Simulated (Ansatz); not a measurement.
# SrGaGe: the cost of one run

Computed with Ansatz 0.2.0 (DFT PBEsol, with the methods named in each step, unless a step's input says otherwise).

2 further runs of the same task are left out: 2 that didn't finish.

**1. Starting point**

The structure is hexagonal, space group P-6m2 (No. 187). The conventional cell has a = 4.269 Å, b = 4.269 Å, c = 4.712 Å, α = 90.00°, β = 90.00°, γ = 120.00°. Sr (site symmetry -6m2) has 6 Ga at 3.41 Å and 6 Ge at 3.41 Å as nearest neighbours. Around Ga (site symmetry -6m2) lie 3 Ge at 2.46 Å. Around Ge (site symmetry -6m2) lie 3 Ga at 2.46 Å.

Coordinates:

```
CELL_PARAMETERS angstrom
4.26941 0.00000 0.00000
-2.13470 3.69741 0.00000
0.00000 0.00000 4.71169
ATOMIC_POSITIONS crystal
Sr 0.00000 0.00000 0.00000
Ga 0.33333 0.66667 0.50000
Ge 0.66667 0.33333 0.50000
```

Atoms are numbered in the order of the input: Sr1, Ga2, Ge3.

**2. The bond as given, LAPW**

The input, input.yaml:

```yaml
crystal:
  lattice:
    - [4.2694062071, 0.0, 0.0]
    - [-2.1347031036, 3.6974142344, 0.0]
    - [0.0, 0.0, 4.7116895]
  atoms:
    - { symbol: Sr, position: [0.0, 0.0, 0.0] }
    - { symbol: Ga, position: [0.3333333333, 0.6666666667, 0.5] }
    - { symbol: Ge, position: [0.6666666667, 0.3333333333, 0.5] }
kpoints:
  mp_grid: { grid: [8, 8, 7] }
scf:
  occupations: { method: fermi_dirac, width: 0.05 }
hamiltonian:
  xc: pbesol
  pseudopotentials: { kind: all_electron, lapw: { basis_error: 0.001 } }
output:
  forces: true
  stress: true
  eigenvalues: true
  populations: true
```

Started as:

```sh
> ansatz run input.yaml --threads 1 --pin off --max-ram 3072MiB --backend cpu --events-out ev --progress --plain --runs-dir out
```

**Question.** How long does this run take on 1 thread of Intel Xeon Platinum 8259CL at 2.50GHz (Skylake/Cascade Lake), shared host, and how much memory does it need?

About 74 s, with a peak of 0.51 GiB.
